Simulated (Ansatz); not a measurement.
# CH8GaN (built from SMILES C.[NH2][GaH2]): a reaction path by the nudged elastic band

Aim: the minimum-energy path between two given structures and its highest point. Both ends were relaxed at PBE0-D4 in triple zeta.

Computed with Ansatz 0.2.0, Gaussian basis. Level: PBE0-D4/def2-SVP.

24 further runs of the same task are left out: 2 that didn't finish, 22 set aside as unsound or not needed.

## Step 1: The system as given

The first end: 11 atoms, charge 0, spin multiplicity 1.

Atoms are counted from 1 here; the program's logs count them from 0.

Bond lengths: Ga1–N2 1.815 Å, Ga1–H3 1.561 Å, Ga1–H4 1.561 Å, N2–H7 1.006 Å, N2–H8 1.006 Å, H5–C6 1.091 Å, C6–H9 1.089 Å, C6–H10 1.091 Å, C6–H11 1.089 Å. Angles: N2–Ga1–H3 116.8°, N2–Ga1–H4 116.8°, H3–Ga1–H4 126.4°, Ga1–N2–H7 124.0°, Ga1–N2–H8 124.0°, H7–N2–H8 111.9°, H5–C6–H9 109.2°, H5–C6–H10 110.5°, H5–C6–H11 109.2°, H9–C6–H10 109.0°, H9–C6–H11 109.8°, H10–C6–H11 109.1°.

Coordinates:

```mol
CH8GaN
  3D, bonds by distance, orders not assigned

 11  9  0  0  0  0  0  0  0  0999 V2000
   -0.2947    0.1153   -1.5532 Ga  0  0
    1.0549    1.3134   -1.3587 N   0  0
    0.1111   -1.3533   -1.8938 H   0  0
   -1.7489    0.6598   -1.3911 H   0  0
    0.2652   -0.0885    1.3199 H   0  0
   -0.4132   -0.8206    1.7609 C   0  0
    0.9170    2.2889   -1.1574 H   0  0
    2.0291    1.0845   -1.4576 H   0  0
    0.1699   -1.6087    2.2363 H   0  0
   -1.0491   -1.2634    0.9927 H   0  0
   -1.0413   -0.3275    2.5020 H   0  0
  1  2  8  0
  1  3  8  0
  1  4  8  0
  2  7  8  0
  2  8  8  0
  5  6  8  0
  6  9  8  0
  6 10  8  0
  6 11  8  0
M  END
```

The second end:

```
Ga   -0.4897   -0.4316   -0.7181
N     1.0511    1.0792   -0.5686
H     0.3244   -1.4711   -1.5985
H    -1.5773    0.4549   -1.4594
H     1.8783    0.7117   -0.1129
C    -0.7585   -0.8367    1.2103
H     0.7255    1.8797   -0.0391
H     1.3151    1.3982   -1.4935
H     0.1520   -1.2192    1.6801
H    -1.5271   -1.6055    1.3285
H    -1.0937    0.0402    1.7712
```

## Step 2: The band at PBE0-D4/def2-SVP

File neb/in.yaml:

```yaml
crystal:
  periodic: [false, false, false]
  atoms:
    - {symbol: Ga, position_ang: [-0.294731, 0.115255, -1.553189]}
    - {symbol: N, position_ang: [1.054926, 1.313350, -1.358692]}
    - {symbol: H, position_ang: [0.111061, -1.353342, -1.893753]}
    - {symbol: H, position_ang: [-1.748882, 0.659847, -1.391125]}
    - {symbol: H, position_ang: [0.265228, -0.088485, 1.319938]}
    - {symbol: C, position_ang: [-0.413175, -0.820616, 1.760901]}
    - {symbol: H, position_ang: [0.917026, 2.288852, -1.157380]}
    - {symbol: H, position_ang: [2.029091, 1.084541, -1.457633]}
    - {symbol: H, position_ang: [0.169876, -1.608652, 2.236306]}
    - {symbol: H, position_ang: [-1.049054, -1.263358, 0.992653]}
    - {symbol: H, position_ang: [-1.041265, -0.327493, 2.501972]}
basis:
  gaussian: {orbitals: def2-SVP}
hamiltonian: {xc: pbe0, dispersion: d4}
neb:
  images: 5
  climbing: true
  max_iterations: 40
  initial_path: idpp
  final_atoms:
    - {symbol: Ga, position_ang: [-0.489657, -0.431604, -0.718066]}
    - {symbol: N, position_ang: [1.051091, 1.079220, -0.568596]}
    - {symbol: H, position_ang: [0.324437, -1.471132, -1.598492]}
    - {symbol: H, position_ang: [-1.577340, 0.454902, -1.459385]}
    - {symbol: H, position_ang: [1.878320, 0.711687, -0.112853]}
    - {symbol: C, position_ang: [-0.758516, -0.836660, 1.210259]}
    - {symbol: H, position_ang: [0.725456, 1.879670, -0.039147]}
    - {symbol: H, position_ang: [1.315088, 1.398186, -1.493532]}
    - {symbol: H, position_ang: [0.151958, -1.219153, 1.680063]}
    - {symbol: H, position_ang: [-1.527072, -1.605454, 1.328536]}
    - {symbol: H, position_ang: [-1.093663, 0.040237, 1.771213]}
```

The run is started by

```
$ ansatz run in.yaml --threads 4 --pin off --events-out ev --progress --plain --max-ram 9574MiB
```

**Question.** What will these runs give? Wanted: from earlier runs: barrier over the separately found saddle, CCSD(T)/def2-TZVPP.

As calculated:

| quantity | value |
| --- | --- |
| PBE0-D4/def2-SVP, 14 iterations | highest 1.279 eV (image 3), last end -0.298 eV |
| from earlier runs: barrier over the separately found saddle, CCSD(T)/def2-TZVPP | 1.526 eV |

In words: The highest image lies 1.279 eV above the first end, and it climbed, so it estimates the saddle. The ends are not quite minima at this level (largest force component 0.34 eV/Å), so the heights are unreliable: relaxing the first end would lower it and raise the barrier above it. The highest image is 0.248 eV below the CCSD(T) barrier in triple zeta, which comes from separate runs on the saddle.
